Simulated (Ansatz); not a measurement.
Task: a ladder of methods at one geometry of CH₅NOSiTe, SMILES OC1([TeH])N[SiH2]1, with Ansatz 0.2.0, Python API. Give the script and its output. Settings (for the species named): r2scan0, def2-SVP basis, multiplicity 1. The script varies functional: r2scan0, lda, blyp, hf, pbe.

```xyz
10

O    -1.3455    0.6809   -0.2327
C    -0.2670   -0.1020   -0.2260
Te    0.0136   -1.4692   -1.8591
N     1.0002    0.5792    0.2139
Si    0.2531   -0.6581    1.4145
H    -1.3449    1.2343   -1.1046
H     0.1638   -0.1417   -2.9564
H     0.7206    1.5318    0.5835
H    -0.2765    0.0937    2.6366
H     1.1656   -1.8002    1.5332
```

Script `methods.py`:
```python
"""One geometry of CH5NOSiTe, method by method."""

from pathlib import Path
import argparse

import ansatz as az
import numpy as np

parser = argparse.ArgumentParser(description="One geometry of CH5NOSiTe, method by method.")
parser.add_argument("--basis", required=True, help="Gaussian basis set")
args = parser.parse_args()


def main() -> None:
    ch5nosite = (
        az.Crystal.molecule()
        .atom("O", (-1.3455, 0.6809, -0.2327))
        .atom("C", (-0.267, -0.102, -0.226))
        .atom("Te", (0.0136, -1.4692, -1.8591))
        .atom("N", (1.0002, 0.5792, 0.2139))
        .atom("Si", (0.2531, -0.6581, 1.4145))
        .atom("H", (-1.3449, 1.2343, -1.1046))
        .atom("H", (0.1638, -0.1417, -2.9564))
        .atom("H", (0.7206, 1.5318, 0.5835))
        .atom("H", (-0.2765, 0.0937, 2.6366))
        .atom("H", (1.1656, -1.8002, 1.5332))
    )

    job = ch5nosite.calculation().basis(gaussian=args.basis)

    print("functional    E (Ha)        dipole (D)   HOMO (eV)  LUMO (eV)")
    for name in ["r2scan0", "lda", "blyp", "hf", "pbe"]:
        report = job.functional(name).forces().orbitals().run(threads=1, pin="off", runs_dir="runs").report
        lines = Path(report["orbitals_path"]).read_text().splitlines()
        field_of = lambda key: [line.split("=")[1].strip() for line in lines if line.startswith(key)]
        orbitals = [(27.211386 * float(e), s, float(n)) for e, s, n in zip(field_of("Ene="), field_of("Spin="), field_of("Occup="))]
        homo = max(e for e, _, n in orbitals if n > 0.5)
        lumo = min(e for e, _, n in orbitals if n < 0.5)
        dipole = 4.803205 * np.linalg.norm(report["charge_distribution"]["dipole_moment_e_ang"])
        print(f"{name:10s} {report['free_energy_ev'] / 27.211386246:14.6f} {dipole:9.3f} {homo:11.3f} {lumo:10.3f}")


if __name__ == "__main__":
    main()
```

```console
$ python methods.py --basis def2-SVP
functional    E (Ha)        dipole (D)   HOMO (eV)  LUMO (eV)
r2scan0       -728.218733     1.517      -6.235     -0.850
lda           -725.399512     1.596      -5.044     -1.855
blyp          -728.182123     1.434      -4.729     -1.560
hf            -725.679695     1.638      -8.417      2.303
pbe           -727.946720     1.498      -4.931     -1.696
```

Reading the output:
- Total energies depend on the basis set; only differences at equal settings carry meaning.
- The geometry is a force-field or estimated start, not a minimum of this method, and the basis set is short of its limit. A lower total doesn't mark the better method: functionals have no common bound, and MP2 and coupled cluster aren't variational.
- Levels such as HOMO and LUMO are orbital energies: with these approximate functionals they aren't the ionisation energy and electron affinity, and their gap isn't the fundamental gap.
- Finished in 48 s on 1 thread of Arm Neoverse N1, on a shared host, peak memory 0.35 GiB.
